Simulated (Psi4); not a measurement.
# CCSD(T)/def2-SVP run of CH4BFOSi (SMILES O=CB[SiH2]F)

Aim: the energy change on altering one bond length of CH4BFOSi at CCSD(T)/def2-SVP, from 2 runs. 

Program for the calculation: Psi4 1.11.

### 1 The system as given

CH4BFOSi has 9 atoms, charge 0, and is taken as a singlet. SMILES: `O=CB[SiH2]F`. The coordinates come from a PBE0-D4/def2-TZVP relaxation. This is one conformer, not always the lowest.

Bond lengths: O1–C2 1.227 Å, C2–B3 1.522 Å, B3–Si4 2.001 Å, Si4–F5 1.610 Å, C2–H6 1.099 Å, B3–H7 1.195 Å, Si4–H8 1.489 Å, Si4–H9 1.486 Å. Some angles: O1–C2–B3 90.0°, C2–B3–Si4 120.9°, B3–Si4–F5 110.9°, O1–C2–H6 122.9°, B3–C2–H6 147.1°, C2–B3–H7 117.0°, Si4–B3–H7 122.0°, B3–Si4–H8 109.8°, B3–Si4–H9 112.6°, F5–Si4–H8 107.4°.

### 2 The energy at CCSD(T)/def2-SVP

ch4bfosi_ase.py reads:

```python
import numpy as np
from ase.calculators.psi4 import Psi4
from ase import Atoms

mol = Atoms(['O', 'C', 'B', 'Si', 'F', 'H', 'H', 'H', 'H'], positions=[
    [-0.789500, 0.780400, 1.703800],
    [-0.128300, 1.442100, 0.910400],
    [0.628100, 0.188700, 0.495800],
    [-0.077200, -1.007600, -0.945000],
    [-1.360800, -0.349200, -1.659700],
    [-0.262400, 2.525000, 0.778500],
    [1.608700, -0.084900, 1.121700],
    [0.964000, -1.202600, -1.991900],
    [-0.494200, -2.338100, -0.430900],
])
calc = Psi4(atoms=mol, method='ccsd(t)', basis='def2-SVP', memory='1600MB', num_threads=1, charge=0, multiplicity=1, label='psi4-calc')
calc.psi4.set_options({'puream': True, 'e_convergence': 1e-09, 'd_convergence': 1e-08, 'scf_type': 'pk', 'num_frozen_docc': 9})
mol.calc = calc

print(f'energy: {mol.get_potential_energy():.6f} eV')
```

Launch:

```console
$ python ch4bfosi_ase.py
```

psi4-calc.dat (excerpt; [...] marks lines left out):

```text
[...]
  Running in c1 symmetry.
[...]
  Nuclear repulsion =  199.769579492095943
[...]
  Multiplicity = 1
[...]
  Nalpha       = 23
  Nbeta        = 23
[...]
    Number of basis functions: 94
[...]
   @RHF iter   1:  -527.73588678327326   -1.04911e+00   4.33975e-03 ADIIS/DIIS
[...]
   @RHF iter  14:  -527.83180120147028   -6.48015e-12   6.78419e-09 DIIS
[...]
    Orbital Energies [Eh]
    ---------------------
    Doubly Occupied:
       1A    -68.789329     2A    -26.268196     3A    -20.601467
       4A    -11.353342     5A     -7.630354     6A     -6.157430
       7A     -4.269050     8A     -4.267262     9A     -4.266881
      10A     -1.549478    11A     -1.424203    12A     -0.865832
      13A     -0.786689    14A     -0.747950    15A     -0.669356
      16A     -0.659403    17A     -0.659086    18A     -0.624076
      19A     -0.596644    20A     -0.543784    21A     -0.482567
      22A     -0.440070    23A     -0.421336
[...]
  @RHF Final Energy:  -527.83180120147028
   => Energetics <=
    Nuclear Repulsion Energy =            199.7695794920959429
    One-Electron Energy =               -1127.0551892523292281
    Two-Electron Energy =                 399.4538085587629439
    Total Energy =                       -527.8318012014702845
[...]
 Multipole Moments:
 ------------------------------------------------------------------------------------
     Multipole            Electronic (a.u.)      Nuclear  (a.u.)        Total (a.u.)
 ------------------------------------------------------------------------------------
 L = 1.  Multiply by 2.5417464519 to convert [e a0] to [Debye]
 Dipole X            :         -2.1935663            3.0799316            0.8863653
 Dipole Y            :          1.4849338           -0.8155912            0.6693426
 Dipole Z            :         -0.9648759            0.9008352           -0.0640407
 Magnitude           :                                                    1.1125485
[...]
      * MP2 total energy                      = -528.506769585135089
[...]
      * CCSD total energy                     = -528.546610316042234
[...]
      * CCSD(T) total energy                  = -528.567494212899533
```

The script printed:

```text
energy: -14383.054125 eV
```

Run time: 67 s. Hardware: 1 thread of Intel Xeon Platinum 8259CL at 2.50GHz (Skylake/Cascade Lake), shared host; peak memory 0.67 GiB.

### 3 The distorted shape at the same level

ch4bfosi.json reads:

```json
{
  "schema_name": "qcschema_input",
  "schema_version": 1,
  "molecule": {
    "schema_name": "qcschema_molecule",
    "schema_version": 2,
    "symbols": ["O", "C", "B", "Si", "F", "H", "H", "H", "H"],
    "geometry": [-1.12814193, 1.28813937, 3.42227511, 0.12134498, 2.53857115, 1.92296641, 1.55073382, 0.16998842, 1.13948596, 0.21790999, -2.09069094, -1.58323144, -2.57153931, -0.65989236, -3.13637845, -0.13206729, 4.58495557, 1.67371153, 3.40379926, -0.34704064, 2.32226554, 2.18549283, -2.45918753, -3.56158572, -0.57010581, -4.60497155, -0.61172324],
    "molecular_charge": 0,
    "molecular_multiplicity": 1,
    "fix_symmetry": "c1",
    "fix_com": true,
    "fix_orientation": true
  },
  "driver": "energy",
  "model": {
    "method": "ccsd(t)",
    "basis": "def2-SVP"
  },
  "keywords": {
    "puream": true,
    "e_convergence": 1e-09,
    "d_convergence": 1e-08,
    "scf_type": "pk",
    "num_frozen_docc": 9
  }
}
```

Launch:

```console
$ psi4 --qcschema ch4bfosi.json -n 1 --memory 1600MB
```

stdout (excerpt; [...] marks lines left out):

```text
[...]
  Running in c1 symmetry.
[...]
  Nuclear repulsion =  192.960580732416702
[...]
  Multiplicity = 1
[...]
  Nalpha       = 23
  Nbeta        = 23
[...]
    Number of basis functions: 94
[...]
   @RHF iter   1:  -527.70031130250561   -1.24948e+00   4.67036e-03 ADIIS/DIIS
[...]
   @RHF iter  14:  -527.80828900449433   -9.43601e-12   7.32244e-09 DIIS
[...]
    Orbital Energies [Eh]
    ---------------------
    Doubly Occupied:
       1A    -68.810732     2A    -26.227558     3A    -20.606695
       4A    -11.358225     5A     -7.642085     6A     -6.174946
       7A     -4.285178     8A     -4.285080     9A     -4.284711
      10A     -1.466871    11A     -1.429023    12A     -0.870526
      13A     -0.787157    14A     -0.726093    15A     -0.666233
      16A     -0.611257    17A     -0.595955    18A     -0.592995
      19A     -0.587764    20A     -0.549112    21A     -0.496802
      22A     -0.447931    23A     -0.431717
[...]
  @RHF Final Energy:  -527.80828900449433
   => Energetics <=
    Nuclear Repulsion Energy =            192.9605807324167017
    One-Electron Energy =               -1113.6684452204963236
    Two-Electron Energy =                 392.8995754835853518
    Total Energy =                       -527.8082890044943269
[...]
 Multipole Moments:
 ------------------------------------------------------------------------------------
     Multipole            Electronic (a.u.)      Nuclear  (a.u.)        Total (a.u.)
 ------------------------------------------------------------------------------------
 L = 1.  Multiply by 2.5417464519 to convert [e a0] to [Debye]
 Dipole X            :         17.0380881          -15.7493914            1.2886967
 Dipole Y            :         12.1514372          -11.6484646            0.5029726
 Dipole Z            :          6.1517711           -5.9565490            0.1952222
 Magnitude           :                                                    1.3970800
[...]
      * MP2 total energy                      = -528.488520826858576
[...]
      * CCSD total energy                     = -528.527868507557855
[...]
      * CCSD(T) total energy                  = -528.549456623151514
[...]
```

The result, in JSON:

```text
{
 "driver": "energy",
 "model": {
  "method": "ccsd(t)",
  "basis": "def2-SVP"
 },
 "success": true,
 "return_result": -528.5494566231515,
 "properties": {
  "calcinfo_nbasis": 94,
  "calcinfo_nmo": 94,
  "calcinfo_nalpha": 23,
  "calcinfo_nbeta": 23,
  "calcinfo_natom": 9,
  "nuclear_repulsion_energy": 192.9605807324167,
  "return_energy": -528.5494566231515,
  "scf_one_electron_energy": -1113.6684452204963,
  "scf_two_electron_energy": 392.89957548358535,
  "scf_dipole_moment": [1.2886967365297899, 0.5029725889586878, 0.19522218551972337],
  "scf_total_energy": -527.8082890044943,
  "scf_iterations": 14,
  "mp2_same_spin_correlation_energy": -0.16685573859603353,
  "mp2_opposite_spin_correlation_energy": -0.5133760837664528,
  "mp2_singles_energy": -6.25528043633462e-28,
  "mp2_doubles_energy": -0.6802318223624864,
  "mp2_correlation_energy": -0.6802318223624864,
  "mp2_total_energy": -528.4885208268586,
  "ccsd_same_spin_correlation_energy": -0.14890408424037294,
  "ccsd_opposite_spin_correlation_energy": -0.5706754188213162,
  "ccsd_singles_energy": 0.0,
  "ccsd_doubles_energy": -0.7195795030616892,
  "ccsd_correlation_energy": -0.719579503061689,
  "ccsd_total_energy": -528.5278685075579,
  "ccsd_iterations": 21,
  "ccsd_prt_pr_correlation_energy": -0.7411676186553673,
  "ccsd_prt_pr_total_energy": -528.5494566231515
 }
}
```

It took 71 s on 1 thread of Intel Xeon Platinum 8259CL at 2.50GHz (Skylake/Cascade Lake), shared host; peak memory 0.66 GiB.

### 4 Summary of results

Level: CCSD(T)/def2-SVP, 9 core orbitals frozen.

| quantity | value |
| --- | --- |
| first shape: total energy | -528.56749 Eh |
| first shape: HOMO energy (Hartree–Fock orbitals) | -11.47 eV |
| first shape: LUMO energy (Hartree–Fock orbitals) | 2.32 eV |
| first shape: HOMO–LUMO gap (Hartree–Fock orbitals) | 13.78 eV |
| first shape: correlation energy (9 core orbitals frozen) | -735.7 mEh |
| first shape: (T) correction | -20.88 mEh |
| first shape: T1 diagnostic | 0.020 |
| distorted shape: total energy | -528.54946 Eh |
| distorted shape: HOMO energy (Hartree–Fock orbitals) | -11.75 eV |
| distorted shape: LUMO energy (Hartree–Fock orbitals) | 2.10 eV |
| distorted shape: HOMO–LUMO gap (Hartree–Fock orbitals) | 13.84 eV |
| distorted shape: correlation energy (9 core orbitals frozen) | -741.2 mEh |
| distorted shape: (T) correction | -21.59 mEh |
| distorted shape: T1 diagnostic | 0.021 |
| energy change with the Si4–F5 bond stretched from 1.610 to 1.851 Å | 0.491 eV |

With the Si4–F5 bond stretched from 1.610 to 1.851 Å the energy rises by 0.49 eV (11.3 kcal/mol). The first shape isn't relaxed at this level, so the change isn't measured from a minimum. The T1 diagnostic (first shape) of 0.020 is above the customary mark for such species, so a single reference may not serve. The triples (first shape) make up 2.8 % of the correlation energy. The T1 diagnostic (distorted shape) of 0.021 is above the customary mark for such species, so a single reference may not serve. The triples (distorted shape) make up 2.9 % of the correlation energy.
